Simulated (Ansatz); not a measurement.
# BFH4OSSi: a ladder of functionals and wavefunction methods

An exercise on one series of results from a longer session: the logs are not shown, and one member is left open.

Method: functionals in def2-TZVPP, the program's frozen cores in correlated methods; program: Ansatz 0.2.0, Gaussian basis.

Plan: PBE-D4, r2SCAN-D4, PBE0-D4, B3LYP-D4, ωB97X-V, ωB97M-V, B2PLYP; CCSD(T)/def2-TZVPP; MP2/def2-QZVPP; extrapolation to the limit.

**The relaxed structure**

The geometry comes from an earlier relaxation with PBE0-D4 in a triple-zeta def2 set; it is a stationary point, not always the lowest conformer.

SMILES `F[SiH2]OBS`, 9 atoms, charge 0, spin multiplicity 1.

Atoms are counted from 1 here; the program's logs count them from 0.

Bond lengths: F1–Si2 1.598 Å, Si2–O3 1.624 Å, Si2–H6 1.475 Å, Si2–H7 1.475 Å, O3–B4 1.353 Å, B4–S5 1.800 Å, B4–H8 1.195 Å, S5–H9 1.345 Å. Angles: F1–Si2–O3 110.2°, F1–Si2–H6 107.7°, F1–Si2–H7 107.7°, O3–Si2–H6 108.7°, O3–Si2–H7 108.7°, H6–Si2–H7 113.8°, Si2–O3–B4 147.3°, O3–B4–S5 125.3°, O3–B4–H8 119.1°, S5–B4–H8 115.7°, B4–S5–H9 98.3°.

As a file:

```xyz
9
charge 0, multiplicity 1
F    -1.6726   -0.6454   -0.7467
Si   -1.2903    0.4284    0.3727
O     0.3221    0.5094    0.5447
B     1.5338    0.0578    0.1466
S     1.8133   -1.1892   -1.1216
H    -1.7845    1.7430   -0.0791
H    -1.8798   -0.0227    1.6476
H     2.5170    0.5039    0.6595
H     0.5297   -1.4315   -1.4409
```

The first run:

The input, in.yaml:

```yaml
crystal:
  periodic: [false, false, false]
  atoms:
    - {symbol: F, position_ang: [-1.672594, -0.645436, -0.746666]}
    - {symbol: Si, position_ang: [-1.290276, 0.428434, 0.372710]}
    - {symbol: O, position_ang: [0.322098, 0.509435, 0.544690]}
    - {symbol: B, position_ang: [1.533766, 0.057811, 0.146567]}
    - {symbol: S, position_ang: [1.813283, -1.189249, -1.121558]}
    - {symbol: H, position_ang: [-1.784490, 1.743035, -0.079101]}
    - {symbol: H, position_ang: [-1.879810, -0.022746, 1.647618]}
    - {symbol: H, position_ang: [2.516966, 0.503870, 0.659481]}
    - {symbol: H, position_ang: [0.529656, -1.431454, -1.440941]}
basis:
  gaussian: {orbitals: def2-TZVPP}
hamiltonian: {xc: pbe, dispersion: d4}
output: {forces: true, orbitals: {seedname: orbitals}}
```

Run with:

```bash
> ansatz run in.yaml --threads 4 --pin off --events-out ev --progress --plain --max-ram 10444MiB
```

Among the steps run: PBE-D4 (GGA); r2SCAN-D4 (meta-GGA); PBE0-D4 (hybrid); B3LYP-D4 (hybrid); ωB97X-V (range-separated); ωB97M-V (range-separated); B2PLYP (double hybrid); CCSD(T) in def2-TZVPP; MP2 in def2-QZVPP.

One table of the session follows, with a row left open; its other results are not shown here.

| method | atomisation energy (kJ/mol) |
| --- | --- |
| PBE-D4 | 3441.8 |
| r2SCAN-D4 | 3431.0 |
| PBE0-D4 | 3383.9 |
| B3LYP-D4 | 3403.9 |
| ωB97X-V | ? |
| ωB97M-V | 3430.4 |
| B2PLYP | 3378.9 |
| HF/def2-TZVPP | 2568.3 |
| MP2/def2-TZVPP | 3408.5 |
| CCSD/def2-TZVPP | 3273.9 |
| CCSD(T)/def2-TZVPP | 3322.1 |
| MP2/CBS | 3504.5 |
| CCSD(T)/CBS | 3418.1 |

Q: Estimate the row for ωB97X-V from the others.

**Answer.** atomisation energy (kJ/mol): 3427.3. In the column «atomisation energy (kJ/mol)» it lies between CCSD(T)/CBS (3418.1) and ωB97M-V (3430.4).
